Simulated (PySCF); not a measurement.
# H2: the cost of one run

Computed with PySCF 2.14.0 (relaxation, tpss, aug-cc-pvtz, and further levels as typed in the inputs, unless a step's input says otherwise).

## (1) The structure to begin with

Bond lengths: H1–H2 0.740 Å.

Coordinates:

```xyz
2

H     0.0000    0.0000    0.0000
H     0.0000    0.0000    0.7400
```

## (2) Relaxation: H2

The input, run.py:

```python
from pyscf import gto, dft
from pyscf.geomopt.geometric_solver import optimize
mol = gto.M(atom="mol.xyz", basis="aug-cc-pvtz", verbose=4)
mf = dft.RKS(mol, xc="tpss").density_fit().run(conv_tol=1e-9)
m = optimize(mf, maxsteps=60)
print("optimised structure (A):")
for k in range(m.natm): print(m.atom_symbol(k), *(f"{x:.8f}" for x in m.atom_coords(unit="A")[k]))
```

On the command line:

```
> python run.py
```

**Question.** How long does this run take on 1 thread of Intel Xeon at 2.30GHz, shared host?

About 2.5 s.
